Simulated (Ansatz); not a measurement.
# C2H9AsOSi: the cost of one run

All numbers below are computed with Ansatz 0.2.0 (RKS BLYP/def2-SVP).

## 1. The structure to begin with

Bond lengths: C1–O2 1.343 Å, O2–Si3 1.724 Å, Si3–As4 2.248 Å, As4–C5 1.947 Å, C1–H6 1.165 Å, C1–H7 1.133 Å, C1–H8 1.097 Å, Si3–H9 1.442 Å, Si3–H10 1.516 Å, As4–H11 1.586 Å, C5–H12 1.133 Å, C5–H13 1.111 Å, C5–H14 1.092 Å. Angles (14 of 22 angles, heavy atoms first): C1–O2–Si3 106.8°, O2–Si3–As4 112.2°, Si3–As4–C5 96.3°, O2–C1–H6 110.2°, O2–C1–H7 114.4°, O2–C1–H8 114.9°, O2–Si3–H9 110.2°, O2–Si3–H10 107.2°, As4–Si3–H9 112.1°, As4–Si3–H10 107.7°, Si3–As4–H11 93.5°, C5–As4–H11 93.6°, As4–C5–H12 106.5°, As4–C5–H13 108.7°.

Structure file:

```xyz
14

C    -0.7785    2.1775    0.9015
O     0.0214    1.4132    1.6632
Si    0.7251    0.2337    0.6208
As   -0.6702   -1.4822    0.2164
C     0.4143   -2.3152   -1.1693
H    -1.2971    2.9908    1.5542
H    -0.2351    2.7833    0.1138
H    -1.6118    1.6448    0.4276
H     1.1874    0.8561   -0.5947
H     1.9434   -0.3215    1.3314
H    -1.5417   -0.6574   -0.8209
H     1.3357   -2.7257   -0.6529
H    -0.1941   -3.0921   -1.6797
H     0.6880   -1.5345   -1.8827
```

## 2. End point A

The input, input.yaml:

```yaml
crystal:
  periodic: [false, false, false]
  atoms:
    - { symbol: C, position_ang: [-0.7785, 2.1775, 0.9015] }
    - { symbol: O, position_ang: [0.0214, 1.4132, 1.6632] }
    - { symbol: Si, position_ang: [0.7251, 0.2337, 0.6208] }
    - { symbol: As, position_ang: [-0.6702, -1.4822, 0.2164] }
    - { symbol: C, position_ang: [0.4143, -2.3152, -1.1693] }
    - { symbol: H, position_ang: [-1.2971, 2.9908, 1.5542] }
    - { symbol: H, position_ang: [-0.2351, 2.7833, 0.1138] }
    - { symbol: H, position_ang: [-1.6118, 1.6448, 0.4276] }
    - { symbol: H, position_ang: [1.1874, 0.8561, -0.5947] }
    - { symbol: H, position_ang: [1.9434, -0.3215, 1.3314] }
    - { symbol: H, position_ang: [-1.5417, -0.6574, -0.8209] }
    - { symbol: H, position_ang: [1.3357, -2.7257, -0.6529] }
    - { symbol: H, position_ang: [-0.1941, -3.0921, -1.6797] }
    - { symbol: H, position_ang: [0.688, -1.5345, -1.8827] }
basis:
  gaussian: { orbitals: def2-SVP }
hamiltonian:
  xc: blyp
relax:
  f_tol: 0.015
  max_steps: 40
```

Command:

```sh
$ ansatz run input.yaml --threads 2 --pin off --max-ram 3072MiB --backend cpu --events-out ev --progress --plain --runs-dir out
```

Q: Estimate wall time and peak memory on 2 threads of Arm Neoverse V1, shared host.

About 53 s, with a peak of 0.19 GiB.
